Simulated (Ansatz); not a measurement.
# InH₃Se: one species, many methods

One table from this session's results is given with a row withheld; the runs are named, their logs left out.

Method: functionals in def2-TZVPP, the program's frozen cores in correlated methods; program: Ansatz 0.2.0, Gaussian basis.

Plan: LDA (SPW92), PBE-D4, revPBE-D4, BLYP-D4, r2SCAN-D4, B97M-V, PBE0-D4, B3LYP-D4, r2SCANh-D4, r2SCAN0-D4, HSE06-D4, BHLYP-D4, CAM-B3LYP-D4, LC-ωPBE, ωB97X-V, ωB97M-V, B2PLYP, PBE-QIDH; CCSD(T)/def2-SVP; CCSD(T)/def2-TZVPP; CCSD(T)/def2-QZVPP; extrapolation to the limit; RPA on PBE.

## The geometry

An earlier PBE0-D4 in a triple-zeta def2 set relaxation fixed the geometry. In takes the def2 core potential; no spin-orbit term is included.

5 atoms, charge 0, spin multiplicity 1.

Atoms are counted from 1 here; the program's logs count them from 0.

Bond lengths: Se1–In2 2.508 Å, Se1–H3 1.468 Å, In2–H4 1.712 Å, In2–H5 1.712 Å. Angles: In2–Se1–H3 92.9°, Se1–In2–H4 116.6°, Se1–In2–H5 114.2°, H4–In2–H5 129.2°.

The first run:

Contents of in.yaml:

```yaml
crystal:
  periodic: [false, false, false]
  atoms:
    - {symbol: Se, position_ang: [1.132897, -1.027947, 0.979441]}
    - {symbol: In, position_ang: [-0.155080, 0.668632, -0.343904]}
    - {symbol: H, position_ang: [0.114222, -2.066860, 0.780989]}
    - {symbol: H, position_ang: [-1.652687, 0.157056, -0.997488]}
    - {symbol: H, position_ang: [0.610647, 2.195519, -0.460538]}
basis:
  gaussian: {orbitals: def2-TZVPP}
hamiltonian: {xc: lda}
output: {orbitals: {seedname: orbitals}}
```

The run is started by

```sh
> ansatz run in.yaml --threads 2 --pin off --events-out ev --progress --plain --max-ram 32768MiB --backend cpu
```

Steps of the session up to this table: LDA; PBE-D4 (GGA); revPBE-D4 (GGA); BLYP-D4 (GGA); r2SCAN-D4 (meta-GGA); B97M-V (meta-GGA); B3LYP-D4 (hybrid); r2SCANh-D4 (hybrid); r2SCAN0-D4 (hybrid); HSE06-D4 (hybrid); BHLYP-D4 (hybrid); CAM-B3LYP-D4 (range-separated); LC-ωPBE (range-separated); ωB97X-V (range-separated); ωB97M-V (range-separated); B2PLYP (double hybrid); PBE-QIDH (double hybrid).

One table of the session follows, with a row left open; its other results are not shown here.

It belongs to the step «Frontier levels by functional». 

```
  functional  HOMO (eV)  LUMO (eV)  gap (eV)
 LDA (SPW92)      -6.20      -2.68      3.52
      PBE-D4      -6.04      -2.42      3.62
   revPBE-D4      -5.98      -2.31      3.67
     BLYP-D4      -5.88      -2.38      3.50
   r2SCAN-D4      -6.28      -2.17      4.11
      B97M-V      -6.34      -2.42      3.92
     PBE0-D4      -7.09      -1.73      5.36
    B3LYP-D4      -6.87      -1.99      4.88
  r2SCANh-D4      -6.67      -1.93      4.74
  r2SCAN0-D4      -7.26      -1.58      5.68
    HSE06-D4      -6.70      -2.09      4.61
    BHLYP-D4      -8.01      -1.10      6.91
CAM-B3LYP-D4      -8.33      -0.94      7.39
     LC-ωPBE      -9.66       0.13      9.79
     ωB97X-V          ?          ?         ?
     ωB97M-V      -9.20      -0.24      8.96
```

**Question.** Estimate the row for ωB97X-V.

The run gave: HOMO (eV): -9.33; LUMO (eV): 0.01; gap (eV): 9.34. In the column «HOMO (eV)» it lies between LC-ωPBE (-9.66) and ωB97M-V (-9.20).
